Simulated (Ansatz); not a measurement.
# CH5GaOSi: the cost of one run

All numbers below are computed with Ansatz 0.2.0 (RKS CAM-B3LYP/def2-SVP).

### Step 1. The starting structure

Bond lengths: O1–C2 1.218 Å, C2–Si3 1.928 Å, C2–Ga4 2.089 Å, Si3–H5 1.464 Å, Si3–H6 1.465 Å, Si3–H7 1.458 Å, Ga4–H8 1.591 Å, Ga4–H9 1.636 Å. Angles: O1–C2–Si3 120.4°, O1–C2–Ga4 100.6°, Si3–C2–Ga4 139.0°, C2–Si3–H5 104.9°, C2–Si3–H6 105.0°, C2–Si3–H7 108.6°, H5–Si3–H6 111.6°, H5–Si3–H7 112.9°, H6–Si3–H7 113.1°, C2–Ga4–H8 103.8°, C2–Ga4–H9 134.2°, H8–Ga4–H9 122.0°.

Structure file:

```xyz
9

O     1.1138   -1.2789   -0.2190
C     0.3224   -0.3658   -0.0675
Si    0.7078    1.3856   -0.7742
Ga   -1.1832   -1.3377    1.0067
H    -0.3190    1.6139   -1.7931
H     0.5527    2.2967    0.3624
H     2.0594    1.3780   -1.3210
H    -0.6490   -2.8303    1.1438
H    -2.6048   -0.8614    1.6620
```

### Step 2. Relaxing end A

Contents of input.yaml:

```yaml
crystal:
  periodic: [false, false, false]
  atoms:
    - { symbol: O, position_ang: [1.11376, -1.27891, -0.21902] }
    - { symbol: C, position_ang: [0.32239, -0.36581, -0.06752] }
    - { symbol: Si, position_ang: [0.70785, 1.38556, -0.77425] }
    - { symbol: Ga, position_ang: [-1.18324, -1.33771, 1.00667] }
    - { symbol: H, position_ang: [-0.31898, 1.61392, -1.7931] }
    - { symbol: H, position_ang: [0.55269, 2.29666, 0.36239] }
    - { symbol: H, position_ang: [2.05936, 1.37802, -1.32097] }
    - { symbol: H, position_ang: [-0.64901, -2.83034, 1.14383] }
    - { symbol: H, position_ang: [-2.60481, -0.86139, 1.66196] }
basis:
  gaussian: { orbitals: def2-SVP }
hamiltonian:
  xc: cam_b3lyp
relax:
  f_tol: 0.02
  max_steps: 50
```

The run is started by

```console
> ansatz run input.yaml --threads 2 --pin off --max-ram 3072MiB --backend cpu --events-out ev --progress --plain --runs-dir out
```

Q: Estimate wall time and peak memory on 2 threads of Arm Neoverse V1, shared host.

About 34 s, with a peak of 0.28 GiB.
